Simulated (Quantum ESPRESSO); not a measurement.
A run of Quantum ESPRESSO 7.5:

pw.in

```
&CONTROL
  calculation = 'scf'
  prefix = 'pwscf'
  outdir = './tmp'
  pseudo_dir = './pseudo'
  tprnfor = .true.
  tstress = .true.
  disk_io = 'nowf'
/
&SYSTEM
  ibrav = 0
  nat = 6
  ntyp = 4
  ecutwfc = 45
  ecutrho = 360
  nbnd = 41
  occupations = 'smearing'
  smearing = 'gaussian'
  degauss = 0.00367493
  nspin = 2
  starting_magnetization(1) = 0.25
  starting_magnetization(2) = 0
  starting_magnetization(3) = -0.25
  starting_magnetization(4) = -0
/
&ELECTRONS
  conv_thr = 2.4d-07
  electron_maxstep = 100
  mixing_beta = 0.7
  mixing_ndim = 20
/
ATOMIC_SPECIES
Pt1  195.0840 pt_pbe_v1.4.uspp.F.UPF
S1    32.0600 s_pbe_v1.4.uspp.F.UPF
Pt2  195.0840 pt_pbe_v1.4.uspp.F.UPF
S2    32.0600 s_pbe_v1.4.uspp.F.UPF
CELL_PARAMETERS angstrom
   3.5431995400    0.0000000000    0.0000000000
  -1.7715997700    3.0685008100    0.0000000000
   0.0000000000    0.0000000000   10.0776001800
ATOMIC_POSITIONS crystal
Pt1    0.0000000000    0.0000000000    0.0000000000
S1     0.3333333333    0.6666666667    0.1250000000
S1     0.6666666667    0.3333333333    0.3750000000
Pt2    0.0000000000    0.0000000000    0.5000000000
S2     0.3333333333    0.6666666667    0.6250000000
S2     0.6666666667    0.3333333333    0.8750000000
K_POINTS automatic
5 5 2 0 0 0
HUBBARD {ortho-atomic}
U Pt1-5d 1.0
U Pt2-5d 1.0
```

Potentials or basis: GBRV 1.5 PBE.

Launch:

```sh
$ OMP_NUM_THREADS=1 mpirun -n 2 pw.x -nk 2 -in pw.in > pw.out
```

Hardware: 2 MPI ranks on Arm Neoverse V1, with other jobs on the host.

Problem. Estimate the wall time of this run.

Solution. It took 77 s on 2 MPI ranks on Arm Neoverse V1, on a shared host, peak memory 0.62 GiB a rank. Counts: scf iterations 12, k pools 2, bands 41, k points 10, g dense 85285.
